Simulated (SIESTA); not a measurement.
The system is AlNi3.

```xyz
8
Lattice="5.0091 0.0000 0.0000 -2.5046 4.3380 0.0000 0.0000 0.0000 4.0403" Properties=species:S:1:pos:R:3 pbc="T T T"
Ni    0.0000    1.4251    1.0101
Ni   -1.2704    3.6255    1.0101
Ni    1.2704    3.6255    1.0101
Ni    2.5046    2.9129    3.0302
Ni    3.7749    0.7126    3.0302
Ni    1.2342    0.7126    3.0302
Al    0.0000    2.8920    3.0302
Al    2.5046    1.4460    1.0101
```

The cell comes from a database or a generator and needn't be the stable form of this composition.

* Program: SIESTA 5.4.2
* Task: single point
* Functional: PBEsol
* Potentials or basis: PseudoDojo 0.4 standard (PBEsol files)
* Basis: DZP (energy shift 0.003 Ry; two zetas on semicore shells)
* Grid cutoff: 800 Ry
* Energy shift: 0.003 Ry
* k mesh: 6 × 6 × 7
* Occupations: fermi-dirac, width 0.05 eV
* Spin: collinear spin, ferromagnetic start
* Starting moments: [1.0, 1.0, 1.0, 1.0, 1.0, 1.0, 0.0, 0.0] μB

On this cell: pressure -1.5 GPa; largest force 0.009 eV/Å; net moment 0.90 μB per cell; site moments Ni +0.16; Al -0.04 μB; band gap on the k mesh none (metal or under the smearing width).

The same run follows on a disturbed copy (atoms moved at random, drawn with an rms of 0.05 Å):

```
CELL_PARAMETERS angstrom
5.00912 0.00000 0.00000
-2.50456 4.33802 0.00000
0.00000 0.00000 4.04026
ATOMIC_POSITIONS crystal
Ni 0.16264 0.32304 0.25516
Ni 0.16634 0.83576 0.26149
Ni 0.67682 0.84808 0.25864
Ni 0.83455 0.66675 0.74211
Ni 0.84192 0.15452 0.76169
Ni 0.32645 0.15914 0.75294
Al 0.33467 0.66703 0.74858
Al 0.68211 0.33126 0.25677
```

Problem. What does the disturbed cell give?

Solution. The energy (extrapolated to zero smearing) moves by +14.3 meV/atom; pressure -0.8 GPa; largest force 0.977 eV/Å; net moment 0.89 μB per cell; site moments Ni +0.16, +0.15, +0.17; Al -0.04 μB; band gap on the k mesh none (metal or under the smearing width).

Forces on the atoms (eV/Å):
```
Ni   0.530  0.498 -0.023
Ni  -0.024  0.003 -0.598
Ni   0.140 -0.926 -0.278
Ni  -0.023 -0.214  0.702
Ni  -0.334  0.369 -0.223
Ni   0.372  0.215  0.232
Al   0.018 -0.153  0.354
Al  -0.679  0.210 -0.164
```

Stress tensor (GPa, compression positive):
```
-1.17 -0.15  0.03
-0.15 -0.14 -0.13
 0.03 -0.13 -1.03
```

Caveats: short orbitals over semicore shells can move pressures by several GPa; the basis of atomic orbitals isn't converged, which shifts pressures, moduli and gaps.
